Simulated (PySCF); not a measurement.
**[GaH4]-: singlet, from a PBE0 minimum start**

Where does singlet [GaH4]- go from a PBE0 minimum start, is the end point a minimum, and what are its modes, charges and moments?

Computed with PySCF 2.14.0. Level: PBE0, basis Ga def2-TZVPD, H def2-TZVPD, no relativity, density fitting.

## 1. The starting structure

5 atoms, charge -1, spin multiplicity 1.

Bond lengths: Ga1–H2 1.625 Å, Ga1–H3 1.625 Å, Ga1–H4 1.625 Å, Ga1–H5 1.625 Å. Angles: H2–Ga1–H3 109.5°, H2–Ga1–H4 109.5°, H2–Ga1–H5 109.5°, H3–Ga1–H4 109.5°, H3–Ga1–H5 109.5°, H4–Ga1–H5 109.5°.

```xyz
5
charge -1 multiplicity 1
Ga    0.0000    0.0000    0.0000
H    -0.9380   -0.9380   -0.9380
H    -0.9380    0.9380    0.9380
H     0.9380   -0.9380    0.9380
H     0.9380    0.9380   -0.9380
```

## 2. Finding the electronic state

One driver script runs all steps and calls PySCF; scf.py shows how it sets up the SCF of each step. The optimiser is the driver's own. After this first run the driver tries any further starts and a stability analysis.

Contents of scf.py:

```python
from pyscf import gto, scf, dft
mol = gto.M(atom='''
Ga     0.000000     0.000000     0.000000
H     -0.937980    -0.937980    -0.937980
H     -0.937980     0.937980     0.937980
H      0.937980    -0.937980     0.937980
H      0.937980     0.937980    -0.937980''',
    basis={'Ga': 'def2-TZVPD', 'H': 'def2-TZVPD'},
    charge=-1, spin=0)
mf = dft.RKS(mol, xc='PBE0')
mf.grids.atom_grid = (50, 194)
aux = {'Ga': 'def2-universal-JKFIT', 'H': 'def2-universal-JKFIT'}
mf = mf.density_fit(auxbasis=aux)
mf.conv_tol = 1e-08
mf.diis_space = 10
mf.max_cycle = 60
mf.init_guess = 'minao'
mf.verbose = 4
mf.kernel()
```

Started as:

```
OMP_NUM_THREADS=2 python axn.py task.json out
```

The runs that follow: Relaxation: PBE0 minimum start, singlet; Vibrations and properties at this point.

What does the calculation give? Wanted: minimum; geometry; wavenumbers; dipole moment; highest occupied, lowest empty level; polar-tensor charge of Ga1; zero-point energy.

As calculated:

| quantity | value |
| --- | --- |
| minimum | singlet, Td |
| geometry | Ga–H 1.625 Å (×4); H–Ga–H 109.5° (×6) |
| wavenumbers (cm⁻¹) | 721 (t2), 775 (e), 1698 (t2), 1768 (a1) |
| dipole moment (centre of mass) | 0.00 D |
| highest occupied, lowest empty level | -2.23, 4.31 eV |
| polar-tensor charge of Ga1 | +0.88 e |
| zero-point energy | 63.2 kJ/mol |
| entropy at 298.15 K | 220.2 J/(mol K) |

**Reading.** The molecule stays Td, as typed, and the end point is a minimum. The strongest infrared band lies at 1698 cm⁻¹ (t2, stretch). Only this shape and spin were tried, so other structures or states may lie lower.
